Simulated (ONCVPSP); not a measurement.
# Pseudopotential generation for cerium: ONCV, PBEsol

Task: generate the file, and judge it by its errors in other configurations, its logarithmic derivatives, its ghosts and its cutoff.

Method: ONCVPSP 4.0.1, PBEsol, scalar-relativistic.

### 1 Starting point

The settings as typed:

| Quantity | Value |
| --- | --- |
| element | cerium (Ce, Z = 58) |
| type | optimised norm-conserving Vanderbilt (ONCV) |
| frozen core | [Kr] 4d10 |
| valence charge | 12 |
| reference configuration | 4f1 5s2 5p6 5d1 6s1.5 6p0.5 |
| partial waves | 5s+6s: rc 2.90 bohr, ncon 5, nbas 9, qcut 3.8 1/bohr, 2 projectors; 5p+6p: rc 3.05 bohr, ncon 4, nbas 7, qcut 5.5 1/bohr, 3 projectors, debl 3 Ha; 5d: rc 3.45 bohr, ncon 4, nbas 9, qcut 4.1 1/bohr, 2 projectors, debl 1.6 Ha; 4f: rc 1.55 bohr, ncon 4, nbas 9, qcut 12.9 1/bohr, 2 projectors, debl 0.5 Ha |
| local potential | polynomial inside 1.35 bohr (lpopt 5, dvloc0 -1 Ha) |
| core correction | polynomial model core, fcfact 0.2 |

An earlier all-electron run gives the scale for the radii.

All-electron outer shells of the reference configuration (PBEsol, scalar-relativistic, ld1.x):

```
shell  level (eV)  outermost node (bohr)  outermost maximum (bohr)
   4p     -211.39                   0.33                      0.62
   4d     -110.98                   0.31                      0.66
   5s      -41.20                   0.75                      1.37
   5p      -23.80                   0.81                      1.55
   4f       -6.00                      –                      0.71
   6s       -4.10                   1.81                      3.72
   5d       -3.53                   0.92                      2.15
   6p       -1.61                   2.15                      4.84
```

### 2 The generation run

The input, Ce.dat:

```
# ATOM AND REFERENCE CONFIGURATION
# atsym  z   nc   nv     iexc    psfile
  Ce 58.00    9    6  -116133      upf
#
#   n    l    f
    1    0    2.00
    2    0    2.00
    2    1    6.00
    3    0    2.00
    3    1    6.00
    3    2   10.00
    4    0    2.00
    4    1    6.00
    4    2   10.00
    4    3    1.00
    5    0    2.00
    5    1    6.00
    5    2    1.00
    6    0    1.50
    6    1    0.50
#
# PSEUDOPOTENTIAL AND OPTIMIZATION
# lmax
    3
#
#   l,   rc,      ep,       ncon, nbas, qcut
    0    2.90    0.00    5    9    3.80
    1    3.05    0.00    4    7    5.50
    2    3.45    0.00    4    9    4.10
    3    1.55    0.00    4    9   12.90
#
# LOCAL POTENTIAL
# lloc, lpopt,  rc(5),   dvloc0
    4    5    1.35   -1.00
#
# VANDERBILT-KLEINMAN-BYLANDER PROJECTORs
# l, nproj, debl
    0    2    2.80
    1    3    3.00
    2    2    1.60
    3    2    0.50
#
# MODEL CORE CHARGE
# icmod, fcfact, rcfact
    1    0.20    0.00
#
# LOG DERIVATIVE ANALYSIS
# epsh1, epsh2, depsh
   -3.00    5.00    0.02
#
# OUTPUT GRID
# rlmax, drl
    6.00    0.01
#
# TEST CONFIGURATIONS
# ncnf
    4
# nvcnf
#   n    l    f
    6
    4    3    1.00
    5    0    2.00
    5    1    6.00
    5    2    1.00
    6    0    2.00
    6    1    0.00
#
    6
    4    3    1.00
    5    0    2.00
    5    1    6.00
    5    2    1.00
    6    0    1.00
    6    1    0.00
#
    6
    4    3    1.00
    5    0    2.00
    5    1    6.00
    5    2    1.00
    6    0    0.00
    6    1    0.00
#
    6
    4    3    1.00
    5    0    2.00
    5    1    6.00
    5    2    2.00
    6    0    0.00
    6    1    0.00
#
```

On the command line:

```sh
oncvpsp.x < Ce.dat > Ce.out
```

Q: Predict the outcome of this session. Wanted: cutoffs for 1 and 0.1 mHa per electron, occupied waves; bound ghosts; GHOST(+) flags; largest test error; largest phase difference near zero energy, channels read; rms error of d²Exc/dn², without and with the model core.

As calculated:

| quantity | value |
| --- | --- |
| cutoffs for 1 and 0.1 mHa per electron, occupied waves | 61 Ha and 68 Ha |
| bound ghosts | s at -33.56 eV |
| GHOST(+) flags | p at 150 eV (1 near or above the test basis's cutoff) |
| largest test error (AE − PS) | -6.8 meV, for 4f1 5s2 5p6 5d2 6s0 6p0 |
| largest phase difference near zero energy, channels read | 0.001 rad |
| rms error of d²Exc/dn², without and with the model core | 10.84 and 2.84 mHa |

What this shows: It has a bound ghost (s), a state that the atom doesn't have, and that rules the file out. By total energies transferability is good: the largest error is 6.8 meV on 5.0 eV, for 4f1 5s2 5p6 5d2 6s0 6p0. Atomic tests can pass in spite of a ghost, since they solve only for the levels asked. By its cutoff, 61 Ha for the looser tolerance, it is hard. At the looser tolerance the 4f wave is the slowest; 5d needs 6 Ha. Near zero energy the phases of the channels with partial waves agree within 0.001 rad. The pseudo curves have a pole with no partner nearby in the atom's: s at -1.23 Ha. The program also flags highly localised states, GHOST(+) (p). These are tests on the free atom; a crystal test is still owed.
